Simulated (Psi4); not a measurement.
# triplet CH3BFN: levels of theory compared

We compute a comparison of 3 runs (UBHLYP/def2-SVPD, UCAM-B3LYP/def2-SVPD, UM06-2X/def2-SVPD) of triplet CH3BFN. 

Program for the calculation: Psi4 1.11.

1 further run of the same task is left out (set aside as unsound or not needed).

**1. The structure to begin with**

The species is CH3BFN (7 atoms), meant as a triplet with charge 0. SMILES of the parent species: `C#[N+][BH2-]F`. The shape is that of a GFN2-xTB optimisation. That shape belongs to the parent species and isn't relaxed for this state.

Bond lengths: C1–N2 1.144 Å, N2–B3 1.502 Å, B3–F4 1.390 Å, C1–H5 1.055 Å, B3–H6 1.193 Å, B3–H7 1.192 Å. Angles: C1–N2–B3 175.1°, N2–B3–F4 105.3°, N2–C1–H5 179.2°, N2–B3–H6 105.1°, N2–B3–H7 105.1°, F4–B3–H6 112.4°, F4–B3–H7 112.5°, H6–B3–H7 115.4°.

**2. The energy at UBHLYP/def2-SVPD (run 1)**

Contents of ch3bfn.inp:

```
memory 1600 mb

molecule mol {
  0 3
  C     -1.291940     0.797020    -0.678990
  N     -0.366240     0.318890    -0.207260
  B      0.788360    -0.421380     0.404480
  F      0.392070    -1.753630     0.438170
  H     -2.138490     1.251870    -1.114600
  H      0.912580     0.044360     1.495550
  H      1.703670    -0.237130    -0.337340
  units angstrom
  symmetry c1
  no_reorient
  no_com
}

set globals {
  basis                def2-SVPD
  reference            uks
  puream               true
  e_convergence        1e-09
  d_convergence        1e-08
  scf_type             pk
  dft_radial_points    99
  dft_spherical_points 590
  maxiter              200
}

e_tot, wfn = energy('bhhlyp', return_wfn=True)
```

Run with:

```sh
$ psi4 -n 1 ch3bfn.inp ch3bfn.out
```

ch3bfn.out:

```text
[...]
  Running in c1 symmetry.
[...]
  Nuclear repulsion =   99.541678583170210
[...]
  Multiplicity = 3
[...]
  Nalpha       = 16
  Nbeta        = 14
[...]
    Number of basis functions: 107
[...]
   @UKS iter   1:  -218.76346215668835   -4.57505e-01   4.97054e-03 DIIS/ADIIS
[...]
   @UKS iter  22:  -218.89514845344300    1.38243e-10   3.82840e-09 DIIS
[...]
   @S^2 Observed:                2.018842672E+00
[...]
    Orbital Energies [Eh]
    ---------------------
    Alpha Occupied:
       1A    -25.310289     2A    -14.823132     3A    -10.644039
       4A     -7.164144     5A     -1.335386     6A     -1.072080
       7A     -0.754822     8A     -0.661128     9A     -0.599023
      10A     -0.588751    11A     -0.581604    12A     -0.484109
      13A     -0.480608    14A     -0.472265    15A     -0.422096
      16A     -0.147507
    Alpha Virtual:
      17A      0.035821    18A      0.038836    19A      0.066002
      20A      0.091190    21A      0.098178    22A      0.129083
      23A      0.132556    24A      0.154959    25A      0.164778
[...]
  @UKS Final Energy:  -218.89514845344300
   => Energetics <=
    Nuclear Repulsion Energy =             99.5416785831702100
    One-Electron Energy =                -496.3912282801111928
    Two-Electron Energy =                 192.4002526204459116
    DFT Exchange-Correlation Energy =     -14.4458513769479211
    Empirical Dispersion Energy =           0.0000000000000000
    VV10 Nonlocal Energy =                  0.0000000000000000
    Total Energy =                       -218.8951484534429994
[...]
 Multipole Moments:
 ------------------------------------------------------------------------------------
     Multipole            Electronic (a.u.)      Nuclear  (a.u.)        Total (a.u.)
 ------------------------------------------------------------------------------------
 L = 1.  Multiply by 2.5417464519 to convert [e a0] to [Debye]
 Dipole X            :          4.6217252           -4.4732274            0.1484978
 Dipole Y            :         19.2389646          -18.5497784            0.6891862
 Dipole Z            :         -0.9571074            0.9161014           -0.0410060
 Magnitude           :                                                    0.7061945
[...]
```

Run time: 61 s. Hardware: 1 thread of Intel Xeon Platinum 8275CL at 3.00GHz (Skylake/Cascade Lake), shared host; peak memory 0.62 GiB.

**3. A single-point energy at UCAM-B3LYP/def2-SVPD (run 2)**

Contents of calc.dat:

```
memory 1.6 GB

molecule system {
  0 3
  C     -2.44141277     1.50614952    -1.28310514
  N     -0.69209330     0.60261476    -0.39166464
  B      1.48978449    -0.79629279     0.76435642
  F      0.74090492    -3.31388042     0.82802130
  H     -4.04116042     2.36569144    -2.10628874
  H      1.72452627     0.08382825     2.82617991
  H      3.21946971    -0.44811076    -0.63748021
  units au
  symmetry c1
  no_reorient
  no_com
}

set globals {
  basis                def2-SVPD
  reference            uks
  puream               true
  e_convergence        1e-09
  d_convergence        1e-08
  scf_type             pk
  dft_radial_points    99
  dft_spherical_points 590
  maxiter              200
}

energy_value, wavefunction = energy('cam-b3lyp', return_wfn=True)
oeprop(wavefunction, 'DIPOLE', 'QUADRUPOLE', 'WIBERG_LOWDIN_INDICES')
```

Run with:

```sh
$ psi4 -n 1 calc.dat calc.out
```

calc.out:

```text
[...]
  Running in c1 symmetry.
[...]
  Nuclear repulsion =   99.541678634548859
[...]
  Multiplicity = 3
[...]
  Nalpha       = 16
  Nbeta        = 14
[...]
    Number of basis functions: 107
[...]
   @UKS iter   1:  -218.77721222597521   -4.43457e-01   5.28849e-03 DIIS/ADIIS
[...]
   @UKS iter  25:  -218.92462023932185    8.44409e-11   2.62353e-09 DIIS
[...]
   @S^2 Observed:                2.012782559E+00
[...]
    Orbital Energies [Eh]
    ---------------------
    Alpha Occupied:
       1A    -24.775850     2A    -14.416615     3A    -10.307106
       4A     -6.902470     5A     -1.265292     6A     -1.023968
       7A     -0.734788     8A     -0.647613     9A     -0.588091
      10A     -0.578841    11A     -0.570229    12A     -0.480493
      13A     -0.470642    14A     -0.461976    15A     -0.422797
      16A     -0.153654
    Alpha Virtual:
      17A      0.037269    18A      0.044198    19A      0.072697
      20A      0.097423    21A      0.104457    22A      0.135873
      23A      0.137956    24A      0.159803    25A      0.170100
[...]
  @UKS Final Energy:  -218.92462023932185
   => Energetics <=
    Nuclear Repulsion Energy =             99.5416786345488589
    One-Electron Energy =                -496.2984720289339293
    Two-Electron Energy =                 198.2074157667487668
    DFT Exchange-Correlation Energy =     -20.3752426116855681
    Empirical Dispersion Energy =           0.0000000000000000
    VV10 Nonlocal Energy =                  0.0000000000000000
    Total Energy =                       -218.9246202393218539
[...]
 Multipole Moments:
 ------------------------------------------------------------------------------------
     Multipole            Electronic (a.u.)      Nuclear  (a.u.)        Total (a.u.)
 ------------------------------------------------------------------------------------
 L = 1.  Multiply by 2.5417464519 to convert [e a0] to [Debye]
 Dipole X            :          4.6219931           -4.4732274            0.1487656
 Dipole Y            :         19.1583701          -18.5497784            0.6085917
 Dipole Z            :         -0.9448085            0.9161014           -0.0287071
 Magnitude           :                                                    0.6271676
 L = 2.  Multiply by 1.3450342976 to convert [e a0^2] to [Debye ang]
 Quadrupole XX       :        -99.9710141           84.8236335          -15.1473806
 Quadrupole XY       :         62.6852948          -63.8694651           -1.1841703
[...]
```

Wall time 86 s (1 thread of Intel Xeon Platinum 8275CL at 3.00GHz (Skylake/Cascade Lake), shared host); peak memory 0.75 GiB.

**4. The energy at UM06-2X/def2-SVPD (run 3)**

Contents of ch3bfn.xyz:

```xyz
7
CH3BFN
C     -1.291940     0.797020    -0.678990
N     -0.366240     0.318890    -0.207260
B      0.788360    -0.421380     0.404480
F      0.392070    -1.753630     0.438170
H     -2.138490     1.251870    -1.114600
H      0.912580     0.044360     1.495550
H      1.703670    -0.237130    -0.337340
```

Contents of calc.py:

```python
import psi4

psi4.set_memory(1600000000)
psi4.set_num_threads(1)
psi4.set_output_file('run.log', False)

with open('ch3bfn.xyz') as f:
    atoms = ''.join(f.readlines()[2:])
m = psi4.geometry('0 3\n' + atoms + 'symmetry c1')

options = {'reference': 'uks', 'puream': True, 'e_convergence': 1e-09, 'd_convergence': 1e-08, 'scf_type': 'pk', 'dft_radial_points': 99, 'dft_spherical_points': 590, 'maxiter': 200}
psi4.set_options(options)

E, wfn = psi4.energy('m06-2x/def2-SVPD', return_wfn=True)
print('E =', round(E, 9))
for k, v in sorted(psi4.core.scalar_variables().items()):
    print(f'{k:45s} {v:18.10f}')
```

Run with:

```sh
$ python calc.py
```

run.log:

```text
[...]
  Running in c1 symmetry.
[...]
  Nuclear repulsion =   99.541678583170210
[...]
  Multiplicity = 3
[...]
  Nalpha       = 16
  Nbeta        = 14
[...]
    Number of basis functions: 107
[...]
   @UKS iter   1:  -218.78956200612535   -4.11553e-01   4.77284e-03 DIIS/ADIIS
[...]
   @UKS iter  21:  -218.91358391370295   -3.41743e-10   4.44066e-09 DIIS
[...]
   @S^2 Observed:                2.012653928E+00
[...]
    Orbital Energies [Eh]
    ---------------------
    Alpha Occupied:
       1A    -25.256904     2A    -14.774297     3A    -10.595638
       4A     -7.126748     5A     -1.319192     6A     -1.048831
       7A     -0.745040     8A     -0.650344     9A     -0.598516
      10A     -0.587671    11A     -0.580641    12A     -0.485952
      13A     -0.479187    14A     -0.464391    15A     -0.421122
      16A     -0.140618
    Alpha Virtual:
      17A      0.030766    18A      0.033212    19A      0.061981
      20A      0.092903    21A      0.099520    22A      0.130823
      23A      0.135663    24A      0.149633    25A      0.159094
[...]
  @UKS Final Energy:  -218.91358391370295
   => Energetics <=
    Nuclear Repulsion Energy =             99.5416785831702100
    One-Electron Energy =                -496.2708739582472504
    Two-Electron Energy =                 191.2026202206452865
    DFT Exchange-Correlation Energy =     -13.3870087592712022
    Empirical Dispersion Energy =           0.0000000000000000
    VV10 Nonlocal Energy =                  0.0000000000000000
    Total Energy =                       -218.9135839137029507
[...]
 Multipole Moments:
 ------------------------------------------------------------------------------------
     Multipole            Electronic (a.u.)      Nuclear  (a.u.)        Total (a.u.)
 ------------------------------------------------------------------------------------
 L = 1.  Multiply by 2.5417464519 to convert [e a0] to [Debye]
 Dipole X            :          0.7923477           -0.6105632            0.1817845
 Dipole Y            :         -2.7914288            3.4014133            0.6099845
 Dipole Z            :          0.7704794           -0.7849791           -0.0144997
 Magnitude           :                                                    0.6366608
[...]
```

On the terminal:

```text
E = -218.913583914
CURRENT ENERGY                                   -218.9135839137
CURRENT REFERENCE ENERGY                         -218.9135839137
DD SOLVATION ENERGY                                 0.0000000000
DFT FUNCTIONAL TOTAL ENERGY                      -218.9135839137
DFT TOTAL ENERGY                                 -218.9135839137
DFT VV10 ENERGY                                     0.0000000000
DFT XC ENERGY                                     -13.3870087593
GRID ELECTRONS ALPHA                               16.0000001028
GRID ELECTRONS BETA                                13.9999999952
GRID ELECTRONS TOTAL                               30.0000000980
NUCLEAR REPULSION ENERGY                           99.5416785832
ONE-ELECTRON ENERGY                              -496.2708739582
PCM POLARIZATION ENERGY                             0.0000000000
PE ENERGY                                           0.0000000000
SCF ITERATION ENERGY                             -218.9135839137
SCF ITERATIONS                                     21.0000000000
SCF TOTAL ENERGY                                 -218.9135839137
TWO-ELECTRON ENERGY                               191.2026202206
XC GRID RADIAL POINTS                              99.0000000000
XC GRID SPHERICAL POINTS                          590.0000000000
XC GRID TOTAL POINTS                           393703.0000000000
```

Run time: 2.2 min. Hardware: 1 thread of Intel Xeon Platinum 8275CL at 3.00GHz (Skylake/Cascade Lake), shared host; peak memory 0.63 GiB.

**5. The series**

```
run                 level  energy (Eh)  dipole moment (D)  HOMO energy (eV)   ⟨S²⟩  wall time
  1      UBHLYP/def2-SVPD  -218.895148               1.79             -4.01  2.019       61 s
  2  UCAM-B3LYP/def2-SVPD  -218.924620               1.59             -4.18  2.013       86 s
  3     UM06-2X/def2-SVPD  -218.913584               1.62             -3.83  2.013    2.2 min
```

**6. What came out**

| quantity | value |
| --- | --- |
| run 3: total energy | -218.91358 Eh |
| run 3: dipole moment | 1.62 D |
| run 3: HOMO energy (highest over α and β) | -3.83 eV |
| run 3: ⟨S²⟩ | 2.013 |

The dipole moment (its size) runs from 1.59 D (UCAM-B3LYP/def2-SVPD) to 1.79 D (UBHLYP/def2-SVPD). Totals of different functionals can't be ranked against each other. All runs together took 4.6 min, the longest 2.2 min.
